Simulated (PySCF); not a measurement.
# BeI⁻: basis, grid and Hamiltonian

The method stays; parts of the set-up, such as the basis or the Hamiltonian, are changed.

The runs use PySCF 2.14.0; method and basis as typed in the scripts.

4 further runs of the same task are left out: 1 for a known fault of the program, 3 that didn't finish.

### Step 1. The system as given

BeI⁻: 2 atoms, charge -1, spin multiplicity 1.

Bond lengths: Be1–I2 1.984 Å.

### Step 2. The base run

File input.py:

```python
from pyscf import gto, scf, mp

mol = gto.M(
    atom='Be 0 0 0; I 0 0 1.984',
    basis='ano-rcc-vdzp',
    charge=-1,
    spin=0,
    verbose=4,
)
mf = scf.UHF(mol)
mf = mf.sfx2c1e()
mf.kernel()
mp.MP2(mf, frozen=18).kernel()
mf.dip_moment()
print('orbital energies (hartree):', [e[max(0, n-3):n+3].round(4) for e, n in zip(mf.mo_energy, mol.nelec)])
```

On the command line:

```bash
python input.py
```

The log of this run is left out.

It gives: E(SCF) = -7127.271914 Eh, 9 cycles, E(MP2) − E(SCF) = -0.50401 Eh.

The bond length is a typed value, not an optimised one. The dipole of an ion depends on the origin.

### Step 3. Def2-svpd (core potential on, X2C off)

Run 1 changes basis set: ano-rcc-vdzp → def2-svpd; core potential: off → on; spin-free X2C: on → off; frozen orbitals: 18 → 4. The core potential changes with it: totals don't compare.

File input.py:

```python
from pyscf import gto, scf, mp

mol = gto.M(
    atom='Be 0 0 0; I 0 0 1.984',
    basis='def2-svpd',
    ecp={'I': 'def2-svpd'},
    charge=-1,
    spin=0,
    verbose=4,
)
mf = scf.UHF(mol)
mf.kernel()
mp.MP2(mf, frozen=4).kernel()
mf.dip_moment()
print('orbital energies (hartree):', [e[max(0, n-3):n+3].round(4) for e, n in zip(mf.mo_energy, mol.nelec)])
```

On the command line:

```bash
python input.py
```

### Step 4. Lanl2dz (core potential on, X2C off)

Run 2 changes basis set: ano-rcc-vdzp → lanl2dz; core potential: off → on; spin-free X2C: on → off; frozen orbitals: 18 → none. The core potential changes with it: totals don't compare.

File input.py:

```python
from pyscf import gto, scf, mp

mol = gto.M(
    atom='Be 0 0 0; I 0 0 1.984',
    basis='lanl2dz',
    ecp={'I': 'lanl2dz'},
    charge=-1,
    spin=0,
    verbose=4,
)
mf = scf.UHF(mol)
mf.kernel()
mp.MP2(mf).kernel()
mf.dip_moment()
print('orbital energies (hartree):', [e[max(0, n-3):n+3].round(4) for e, n in zip(mf.mo_energy, mol.nelec)])
```

### Step 5. Cartesian functions on

Run 3 changes Cartesian functions: off → on.

input.py, as its differences from that of step 2:

```diff
@@ -7,2 +7,3 @@
     spin=0,
+    cart=True,
     verbose=4,
```

### Step 6. Def2-svp (core potential on, X2C off)

Run 4 changes basis set: ano-rcc-vdzp → def2-svp; core potential: off → on; spin-free X2C: on → off; frozen orbitals: 18 → 4. The core potential changes with it: totals don't compare.

File input.py:

```python
from pyscf import gto, scf, mp

mol = gto.M(
    atom='Be 0 0 0; I 0 0 1.984',
    basis='def2-svp',
    ecp={'I': 'def2-svp'},
    charge=-1,
    spin=0,
    verbose=4,
)
mf = scf.UHF(mol)
mf.kernel()
mp.MP2(mf, frozen=4).kernel()
mf.dip_moment()
print('orbital energies (hartree):', [e[max(0, n-3):n+3].round(4) for e, n in zip(mf.mo_energy, mol.nelec)])
```

Q: Predict the outcome of this session. Wanted: for each run, E(SCF); from base; gap; after the SCF.

**Answer**, as computed:

```tsv
run	E(SCF) (hartree)	from base (eV)	cycles	gap (eV)	functions	after the SCF
base	-7127.271914	0	9	8.72	57	MP2 correlation -13.715 eV, core frozen
def2-svpd (core potential on, X2C off)	-311.262395	not comparable	14	5.13	47	MP2 correlation -4.416 eV, core frozen
lanl2dz (core potential on, X2C off)	-25.766553	not comparable	8	7.30	17	MP2 correlation -1.256 eV
Cartesian functions on	-7127.278632	-0.1828	10	8.73	64	MP2 correlation -14.139 eV, core frozen
def2-svp (core potential on, X2C off)	-311.254807	not comparable	10	7.62	35	MP2 correlation -4.132 eV, core frozen
```

**Reading.** The highest filled level of this anion is positive: the basis lacks diffuse functions or the electron is not bound, so these numbers hang on the basis.
